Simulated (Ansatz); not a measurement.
# C: the cost of one run

Computed with Ansatz 0.2.0 (DFT r2SCAN, scalar-relativistic, plane waves, PAW, unless a step's input says otherwise).

1 further run of the same task is left out (set aside as unsound or not needed).

### Step 1. The starting structure

Symmetry: Im-3m, No. 229, cubic system. Conventional cell: a = 4.858 Å, b = 4.858 Å, c = 4.858 Å, α = 90.00°, β = 90.00°, γ = 90.00°. C (site symmetry 3m) has 4 C at 1.47 to 1.58 Å in its first shell of neighbours.

As a file:

```cif
data_structure
_symmetry_space_group_name_H-M 'Im-3m'
_symmetry_Int_Tables_number 229
_cell_length_a 4.8582
_cell_length_b 4.8582
_cell_length_c 4.8582
_cell_angle_alpha 90.000
_cell_angle_beta 90.000
_cell_angle_gamma 90.000
_cell_volume 114.67
loop_
_atom_site_label
_atom_site_type_symbol
_atom_site_symmetry_multiplicity
_atom_site_Wyckoff_symbol
_atom_site_fract_x
_atom_site_fract_y
_atom_site_fract_z
_atom_site_occupancy
C1 C 16 f 0.83727 0.16273 0.16273 1
```

It goes back to an entry of the Materials Project, which need not be the stable form.

It is the result of an earlier relaxation at this level (volume 7.17 Å³/atom; gap on the mesh: 3.19 eV).

### Step 2. The reference cell

Reference values: F = -2006.8272 eV; pressure 0.01 GPa; largest force 0.005 eV/Å; gap on the mesh 3.19 eV. It was computed beforehand with the settings of the runs below.

### Step 3. Zone-centre phonons by finite displacements

input.yaml reads:

```yaml
crystal:
  lattice:
    - [-2.4291088834, 2.4291088834, 2.4291088834]
    - [2.4291088834, -2.4291088834, 2.4291088834]
    - [2.4291088834, 2.4291088834, -2.4291088834]
  atoms:
    - { symbol: C, position: [0.3254551632, 0.0, 0.0] }
    - { symbol: C, position: [0.6745448368, 0.6745448368, 0.6745448368] }
    - { symbol: C, position: [0.0, 0.3254551632, 0.0] }
    - { symbol: C, position: [0.0, 0.0, 0.3254551632] }
    - { symbol: C, position: [0.0, 0.6745448368, 0.0] }
    - { symbol: C, position: [0.3254551632, 0.3254551632, 0.3254551632] }
    - { symbol: C, position: [0.6745448368, 0.0, 0.0] }
    - { symbol: C, position: [0.0, 0.0, 0.6745448368] }
basis:
  ecutwfc: 500
kpoints:
  mp_grid: { grid: [8, 8, 8] }
hamiltonian:
  xc: r2scan
scf:
  occupations: { method: gaussian, width: 0.05 }
output:
  eigenvalues: true
phonons:
  method: fd
  supercell: [1, 1, 1]
  amplitude: 0.02
  eigenvectors: true
  dielectric: false
```

Started as:

```bash
$ ansatz run input.yaml --threads 2 --pin off --max-ram 5120MiB --backend cpu --events-out ev --progress --plain --runs-dir out
```

Q: Estimate wall time and peak memory on 2 threads of Arm Neoverse V2, shared host.

About 38 s, with a peak of 0.67 GiB.
